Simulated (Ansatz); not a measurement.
# HCl: the cost of one run

Program: Ansatz 0.2.0. Level of theory: DFT PBEsol, scalar-relativistic, plane waves, PAW. These are calculated values, not measurements.

1 further run of the same task is left out (set aside as unsound or not needed).

## 1. The system as given

It takes space group I4mm (No. 107, tetragonal). The conventional cell has a = 3.915 Å, b = 3.915 Å, c = 5.300 Å, α = 90.00°, β = 90.00°, γ = 90.00°. Around H (site symmetry 4mm) lie 1 Cl at 1.30 Å. Cl (site symmetry 4mm) is surrounded by 1 H at 1.30 Å.

As a file:

```
H Cl
1.0
    -1.95757    1.95755    2.64998
     1.95757   -1.95755    2.64998
     1.95757    1.95755   -2.64998
H Cl
1 1
Direct
  0.71141 0.71141 0.00000
  0.95659 0.95659 0.00000
```

It goes back to an entry of the Materials Project, which need not be the stable form.

It is the result of an earlier relaxation at this level (volume 20.31 Å³/atom; gap on the mesh: 5.06 eV).

## 2. Relaxing at 14 GPa

At a set pressure the run lowers the enthalpy E + PV, so the energy alone may rise along the way.

input.yaml

```yaml
crystal:
  lattice:
    - [-1.957570626, 1.9575529748, 2.6499762601]
    - [1.957570626, -1.9575529748, 2.6499762601]
    - [1.957570626, 1.9575529748, -2.6499762601]
  atoms:
    - { symbol: H, position: [0.7114147217, 0.7114147217, 0.0] }
    - { symbol: Cl, position: [0.9565852783, 0.9565852783, 0.0] }
basis:
  ecutwfc: 420
kpoints:
  mp_grid: { grid: [8, 8, 8] }
hamiltonian:
  xc: pbesol
scf:
  occupations: { method: fixed }
output:
  forces: true
  stress: true
  eigenvalues: true
relax:
  adjacent_minimum: "off"
  f_tol: 0.001
  max_steps: 60
  cell: { stress_tol: 0.02, p_target: 14.0 }
```

**Question.** How long does this run take on 1 thread of an Arm CPU, shared host, and how much memory does it need?

About 29 s, with a peak of 0.33 GiB.
